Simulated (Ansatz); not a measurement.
# Al2InAs3: the cost of one run

Program: Ansatz 0.2.0. Level of theory: DFT PBE, scalar-relativistic, plane waves, PAW. These are calculated values, not measurements.

### Step 1. The structure to begin with

The structure is tetragonal, space group I-4m2 (No. 119). The conventional cell has a = 3.926 Å, b = 3.926 Å, c = 16.656 Å, α = 90.00°, β = 90.00°, γ = 90.00°. Al (site symmetry 2mm) is surrounded by 4 As at 2.40 Å. In (site symmetry -4m2) has 4 As at 2.40 Å as nearest neighbours. Around As (site symmetry 2mm) lie 2 In at 2.40 Å and 2 Al at 2.40 Å. Around As (site symmetry -4m2) lie 4 Al at 2.40 Å.

As a file:

```cif
data_structure
_symmetry_space_group_name_H-M 'I-4m2'
_symmetry_Int_Tables_number 119
_cell_length_a 3.9259
_cell_length_b 3.9259
_cell_length_c 16.6561
_cell_angle_alpha 90.000
_cell_angle_beta 90.000
_cell_angle_gamma 90.000
_cell_volume 256.71
loop_
_atom_site_label
_atom_site_type_symbol
_atom_site_symmetry_multiplicity
_atom_site_Wyckoff_symbol
_atom_site_fract_x
_atom_site_fract_y
_atom_site_fract_z
_atom_site_occupancy
Al1 Al 4 e 0.50000 0.50000 0.16667 1
In1 In 2 a 0.00000 0.00000 0.00000 1
As1 As 4 f 0.50000 0.00000 0.41667 1
As2 As 2 c 0.00000 0.50000 0.25000 1
```

The start is an ordering of an alloy on its end members' structure types: elements ordered on the sites of the AlAs type, Al/In on Al (I-4m2, No. 119).

### Step 2. Probe: one point on a coarse mesh

input.yaml

```yaml
crystal:
  lattice:
    - [-1.9629459, 1.9629459, 8.32807413]
    - [1.9629459, -1.9629459, 8.32807413]
    - [1.9629459, 1.9629459, -8.32807413]
  atoms:
    - { symbol: Al, position: [0.66666667, 0.66666667, 0.0] }
    - { symbol: Al, position: [0.33333333, 0.33333333, 0.0] }
    - { symbol: In, position: [0.0, 0.0, 0.0] }
    - { symbol: As, position: [0.41666667, 0.91666667, 0.5] }
    - { symbol: As, position: [0.08333333, 0.58333333, 0.5] }
    - { symbol: As, position: [0.75, 0.25, 0.5] }
basis:
  ecutwfc: 420
kpoints:
  mp_grid: { grid: [6, 6, 6] }
hamiltonian:
  xc: pbe
scf:
  occupations: { method: gaussian, width: 0.1 }
  lower_state_search: "off"
output:
  forces: true
  stress: true
  eigenvalues: true
```

Started as:

```bash
ansatz run input.yaml --threads 1 --pin off --max-ram 2560MiB --backend cpu --events-out ev --progress --plain --runs-dir out
```

Q: Estimate wall time and peak memory on 1 thread of Intel Xeon 6975P-C (Granite Rapids), shared host.

About 6.1 s, with a peak of 0.46 GiB.
